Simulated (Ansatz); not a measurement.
# CH3AlClFO: basis-set convergence

One table from this session's results is given with a row withheld; the runs are named, their logs left out.

Program: Ansatz 0.2.0, Gaussian basis. Level of theory: one geometry, several basis sets. These are calculated values, not measurements.

The runs, in order: PBE0-D4/def2-SVP; ωB97M-V/def2-SVP; PBE0-D4/def2-QZVPP; ωB97M-V/def2-QZVPP; the functionals' def2-TZVPP values are taken from earlier runs.

**The relaxed structure**

The geometry comes from an earlier relaxation with PBE0-D4 in a triple-zeta def2 set; it is a stationary point, not always the lowest conformer.

8 atoms, charge 0, spin multiplicity 1.

Atoms are counted from 1 here; the program's logs count them from 0.

Bond lengths: O1–Al2 1.684 Å, O1–H6 0.955 Å, Al2–F3 1.648 Å, Al2–C4 1.931 Å, C4–Cl5 1.843 Å, C4–H7 1.087 Å, C4–H8 1.087 Å. Angles: Al2–O1–H6 124.2°, O1–Al2–F3 121.1°, O1–Al2–C4 119.4°, F3–Al2–C4 119.5°, Al2–C4–Cl5 86.8°, Al2–C4–H7 120.7°, Al2–C4–H8 120.0°, Cl5–C4–H7 106.4°, Cl5–C4–H8 106.4°, H7–C4–H8 111.0°.

The first run:

Contents of in.yaml:

```yaml
crystal:
  periodic: [false, false, false]
  atoms:
    - {symbol: O, position_ang: [-0.961317, 1.048041, 1.345827]}
    - {symbol: Al, position_ang: [0.147162, -0.036648, 0.689090]}
    - {symbol: F, position_ang: [1.393180, -0.630913, 1.589293]}
    - {symbol: C, position_ang: [-0.076233, -0.630920, -1.134409]}
    - {symbol: Cl, position_ang: [1.082669, 0.720472, -1.609424]}
    - {symbol: H, position_ang: [-0.861850, 1.466561, 2.198542]}
    - {symbol: H, position_ang: [0.376397, -1.557995, -1.475721]}
    - {symbol: H, position_ang: [-1.007807, -0.435699, -1.659100]}
basis:
  gaussian: {orbitals: def2-SVP}
hamiltonian: {xc: pbe0, dispersion: d4}
output: {orbitals: {seedname: orbitals}}
```

On the command line:

```console
$ ansatz run in.yaml --threads 2 --pin off --events-out ev --progress --plain --max-ram 4352MiB
```

Among the steps run: PBE0-D4 in def2-SVP; ωB97M-V in def2-SVP; PBE0-D4 in def2-QZVPP; ωB97M-V in def2-QZVPP.

One table of the session follows, with a row left open; its other results are not shown here.

| functional | basis | HOMO (eV) |
| --- | --- | --- |
| PBE0-D4 | def2-SVP | -8.12 |
| PBE0-D4 | def2-TZVPP | -8.23 |
| PBE0-D4 | def2-QZVPP | -8.26 |
| ωB97M-V | def2-SVP | -10.32 |
| ωB97M-V | def2-TZVPP | ? |
| ωB97M-V | def2-QZVPP | -10.50 |

Q: Estimate the row for ωB97M-V, def2-TZVPP from the others.

The run gave: HOMO (eV): -10.46. In the column «HOMO (eV)» it lies between ωB97M-V, def2-QZVPP (-10.50) and ωB97M-V, def2-SVP (-10.32).
